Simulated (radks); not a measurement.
**Valence configurations of Se⁺**

One table from this session's results is given with a row withheld; the runs are named, their logs left out.

The numbers are computed with radks (a radial shooting solver on a logarithmic mesh, Libxc functionals) version 1 (Dirac Kohn-Sham, PBE, spin-unpolarised, spherical densities, finite nucleus; open shells are shared between the two j in proportion to 2j + 1), except any that are marked as measured or tabulated.

## Starting point

```
element            : selenium (Z = 34)
charge             : +1
electrons          : 33
configuration      : [Ar] 3d10 4s2 4p3
nuclear rms radius : 4.14 fm
others tried       : 3d9 4s2 4p4; 3d10 4p5; 3d10 4s1 4p4; 3d10 4s1.5 4p3.5; 3d8 4s2 4p5; 3d8 4s1.5 4p5.5; 3d9.5 4s2 4p3.5; 3d8.5 4s2 4p4.5; 3d9 4s1 4p5
```

The outer shells:

Se⁺
```
[Ar] core
3d [↑↓][↑↓][↑↓][↑↓][↑↓]
4s [↑↓]
4p [↑ ][↑ ][↑ ]
```

Set-up of the first run:

Input:

```text
Z 34
configuration [Ar] 3d10 4s2 4p3
relativity Dirac
functional pbe,pbe
spin unpolarised
j_filling average
nucleus finite rms 4.14 fm
c 137.035999084
```

Among the steps run: [Ar] 3d10 4s2 4p3.

One table of the session follows, with a row left open; its other results are not shown here.

It belongs to the step «[Ar] 3d10 4s2 4p3». Sizes of the orbitals, from the radial functions (bohr):

| level | <r> | outermost maximum (interpolated) | 90 % within | nodes |
| --- | --- | --- | --- | --- |
| 3s1/2 | 0.5739 | 0.502 | 0.856 | 2 |
| 3p1/2 | 0.5823 | 0.495 | 0.892 | 1 |
| 3p3/2 | 0.5929 | 0.503 | 0.907 | 1 |
| 3d3/2 | 0.6273 | 0.451 | 1.04 | 0 |
| 3d5/2 | 0.6317 | 0.454 | 1.05 | 0 |
| 4s1/2 | 1.745 | 1.49 | 2.59 | 3 |
| 4p1/2 | ? | ? | ? | ? |
| 4p3/2 | 2.133 | 1.76 | 3.24 | 2 |

**Question.** Estimate the row for 4p1/2.

As computed: <r>: 2.095; outermost maximum (interpolated): 1.73; 90 % within: 3.18; nodes: 2. In the column «<r>» it lies between 4s1/2 (1.745) and 4p3/2 (2.133).
